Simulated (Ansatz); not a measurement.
# AgPt3: the cost of one run

Program: Ansatz 0.2.0. Level of theory: DFT LDA, scalar-relativistic. These are calculated values, not measurements.

### 1 The structure to begin with

It takes space group Pm-3m (No. 221, cubic). Conventional cell: a = 3.900 Å, b = 3.900 Å, c = 3.900 Å, α = 90.00°, β = 90.00°, γ = 90.00°. Ag (site symmetry m-3m) has 12 Pt at 2.76 Å as nearest neighbours. Around Pt (site symmetry 4/mmm) lie 4 Ag at 2.76 Å and 8 Pt at 2.76 Å.

Structure file:

```
CELL_PARAMETERS angstrom
3.90000 0.00000 0.00000
0.00000 3.90000 0.00000
0.00000 0.00000 3.90000
ATOMIC_POSITIONS crystal
Ag 0.00000 0.00000 0.00000
Pt 0.00000 0.50000 0.50000
Pt 0.50000 0.00000 0.50000
Pt 0.50000 0.50000 0.00000
```

Structure: COD 1509516, as refined from experiment and not relaxed.

Atoms are numbered in the order of the input: Ag1, Pt2, Pt3, Pt4.

### 2 LAPW, all electrons

Contents of input.yaml:

```yaml
crystal:
  lattice:
    - [3.9, 0.0, 0.0]
    - [0.0, 3.9, 0.0]
    - [0.0, 0.0, 3.9]
  atoms:
    - { symbol: Ag, position: [0.0, 0.0, 0.0] }
    - { symbol: Pt, position: [0.0, 0.5, 0.5] }
    - { symbol: Pt, position: [0.5, 0.0, 0.5] }
    - { symbol: Pt, position: [0.5, 0.5, 0.0] }
kpoints:
  mp_grid: { grid: [9, 9, 9] }
  band_path:
    path:
      - [0.0, 0.0, 0.0]
      - [0.0, 0.5, 0.0]
      - [0.5, 0.5, 0.0]
      - [0.0, 0.0, 0.0]
      - [0.5, 0.5, 0.5]
      - [0.0, 0.5, 0.0]
      - [0.5, 0.5, 0.5]
      - [0.5, 0.5, 0.0]
    npoints: 14
scf:
  occupations: { method: fermi_dirac, width: 0.08 }
hamiltonian:
  xc: lda
  pseudopotentials: { kind: all_electron, lapw: { basis_error: 0.0005 } }
output:
  forces: true
  stress: true
  eigenvalues: true
  populations: true
  dos: { projected: true, de: 0.2, e_range: [-14, 8] }
```

Started as:

```
$ ansatz run input.yaml --threads 1 --pin off --max-ram 4096MiB --backend cpu --events-out ev --progress --plain --runs-dir out
```

**Question.** How long does this run take on 1 thread of AMD EPYC 7R43 (Zen 3), shared host, and how much memory does it need?

About 4.3 min, with a peak of 0.87 GiB.
